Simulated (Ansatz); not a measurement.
The system is Ba2Tl5V3O12.

```
Ba V Tl O
1.0
     4.23698    2.44622    6.12840
    -4.23698    2.44622    6.12840
     0.00000   -4.89244    6.12840
Ba V Tl O
2 3 5 12
Cartesian
  0.0000 0.0000 9.1926
  0.0000 0.0000 0.0000
  0.0000 2.4462 6.1284
  -2.1185 -1.2231 6.1284
  2.1185 -1.2231 6.1284
  0.0000 -2.4462 3.0642
  2.1185 1.2231 3.0642
  -2.1185 1.2231 3.0642
  0.0000 0.0000 13.6133
  0.0000 0.0000 4.7719
  2.6932 -0.0671 7.4143
  -1.2885 2.3659 7.4143
  -1.4047 -2.2988 7.4143
  -1.4047 2.2988 10.9708
  2.6932 0.0671 10.9708
  -1.2884 -2.3659 10.9708
  -2.6932 0.0671 10.9708
  1.2884 -2.3659 10.9708
  1.4047 2.2988 10.9708
  1.4047 -2.2988 7.4143
  -2.6932 -0.0671 7.4143
  1.2885 2.3659 7.4143
```

The cell was built by a generator and needn't be a form met in nature.

| Property | Result |
| --- | --- |
| Program | Ansatz 0.2.0 |
| Task | relaxation of cell and atoms |
| Functional | revPBE |
| Potentials or basis | Ansatz PAW |
| Cutoff | 420 eV (not typed: the program's choice for these potentials) |
| k mesh | 3 × 3 × 3 |
| Occupations | fermi-dirac, width 0.05 eV |
| Spin | collinear spin, ferromagnetic start |
| Starting moments | [0.0, 0.0, 2.0, 2.0, 2.0, 0.0, 0.0, 0.0, 0.0, 0.0, 0.0, 0.0, 0.0, 0.0, 0.0, 0.0, 0.0, 0.0, 0.0, 0.0, 0.0, 0.0] μB |

At the start: volume 17.32 Å³/atom.

Q: Where does the relaxation end?

A: It ends after 8 steps and the volume is 18.08 Å³/atom (+4.4 %); space group R-3m (No. 166, to 0.05 Å); moment 1.08 μB per cell.

The path:
```csv
step,energy change (eV),largest force (eV/Å),volume (Å³)
1,0.0000,0.0996,381.11
2,0.0084,0.0914,404.86
3,-0.0549,0.0261,396.24
4,-0.0590,0.0155,395.44
5,-0.0580,0.0096,396.14
6,-0.0975,0.0090,396.14
7,-0.0949,0.0029,397.82
8,-0.0984,0.0029,397.82
```

Final structure:
```
CELL_PARAMETERS angstrom
4.30017 2.48270 6.21042
-4.30017 2.48270 6.21042
0.00000 -4.96541 6.21042
ATOMIC_POSITIONS crystal
Ba 0.50000 0.50000 0.50000
Ba 0.00000 0.00000 0.00000
V 0.50000 0.50000 0.00000
V 0.00000 0.50000 0.50000
V 0.50000 0.00000 0.50000
Tl 0.00000 0.00000 0.50000
Tl 0.50000 0.00000 0.00000
Tl 0.00000 0.50000 0.00000
Tl 0.74017 0.74017 0.74017
Tl 0.25983 0.25983 0.25983
O 0.71481 0.07860 0.41408
O 0.41408 0.71481 0.07860
O 0.07860 0.41408 0.71481
O 0.58592 0.92140 0.28519
O 0.92140 0.28519 0.58592
O 0.28519 0.58592 0.92140
O 0.28519 0.92140 0.58592
O 0.58592 0.28519 0.92140
O 0.92140 0.58592 0.28519
O 0.41408 0.07860 0.71481
O 0.07860 0.71481 0.41408
O 0.71481 0.41408 0.07860
```

Caveat: the plane-wave basis is chosen anew once the cell has moved, so the energies of steps on either side of that aren't comparable; the pressure holds a Pulay correction of +0.3 GPa for the finite cutoff; the PAW data sets come from PBE, with cores solved anew for the run's functional, which leaves a small shift of forces and pressure.
